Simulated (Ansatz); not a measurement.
Predict the output of the script below (Ansatz 0.2.0 through its Python package).

The script, `run_scan.py`:
```python
'''Stretching a bond of BBrH4Si, the rest held rigid.'''

import ansatz as az
import numpy as np

GEOMETRY = '''
B    -0.92460    0.09030   -0.67550
Si    0.61960    0.07180    0.41180
Br    0.97950   -2.04980    1.04300
H    -1.49560   -0.84700   -0.92120
H    -1.34570    1.15820   -1.14420
H     0.43090    0.93590    1.59900
H     1.79710    0.57260   -0.35850
'''


def main() -> None:
    mol = az.Crystal.molecule()
    for line in GEOMETRY.strip().splitlines():
        symbol, *xyz = line.split()
        mol = mol.atom(symbol, [float(v) for v in xyz])

    symbols = [site.symbol for site in mol.cartesian_sites]
    start = np.array([site.position_ang for site in mol.cartesian_sites])
    axis = (start[5] - start[1]) / np.linalg.norm(start[5] - start[1])
    moving = [5]
    lengths, energies = [1.303, 1.362, 1.421, 1.48, 1.54, 1.599, 1.658, 1.747], []
    for length in lengths:
        xyz = start.copy()
        xyz[moving] += (length - np.linalg.norm(start[5] - start[1])) * axis
        point = az.Crystal.molecule()
        for symbol, place in zip(symbols, xyz):
            point = point.atom(symbol, place.tolist())
        calc = (
            point.calculation()
            .basis(gaussian='def2-SVP')  # the orbital basis, by name
            .correlation('mp2')  # correlation on top of the mean field
        )
        data = calc.run().report
        energies.append(data['free_energy_ev'])
        print(f'r = {length:6.3f} A  E = {energies[-1]:.5f} eV  <S^2> = {abs(data["mean_field"]["state"]["spin_squared"]):.3f}')

    # quartic fit about the minimum
    fit = np.polynomial.Polynomial.fit(lengths, np.array(energies) - min(energies), 4).convert()
    roots = [r.real for r in fit.deriv().roots() if abs(r.imag) < 1e-9 and fit.deriv(2)(r.real) > 0]
    r_e = min(roots, key=lambda r: abs(r - lengths[int(np.argmin(energies))]))
    print(f'minimum of the fit at {r_e:.4f} A, force constant {fit.deriv(2)(r_e):.2f} eV/A^2')


if __name__ == '__main__':
    main()
```

Output of `python run_scan.py`:
```text
r =  1.303 A  E = -78595.42065 eV  <S^2> = 0.000
r =  1.362 A  E = -78595.65880 eV  <S^2> = 0.000
r =  1.421 A  E = -78595.78646 eV  <S^2> = 0.000
r =  1.480 A  E = -78595.82750 eV  <S^2> = 0.000
r =  1.540 A  E = -78595.80031 eV  <S^2> = 0.000
r =  1.599 A  E = -78595.72146 eV  <S^2> = 0.000
r =  1.658 A  E = -78595.60337 eV  <S^2> = 0.000
r =  1.747 A  E = -78595.37207 eV  <S^2> = 0.000
minimum of the fit at 1.4838 A, force constant 19.02 eV/A^2
```

Caveats:
- Total energies depend on the basis set; only differences at equal settings carry meaning.
- The rest of the molecule is held rigid at a force-field or estimated start geometry, and the basis set is modest; single-reference methods fail as a bond breaks.
- The orbitals are restricted, so S² is zero by construction.
- S² is that of the Hartree-Fock reference.
- Hardware and time: 9.1 s on 1 thread of Intel(R) Xeon(R) Processor @ 2.30GHz, with other jobs on the host, peak memory 0.25 GiB.
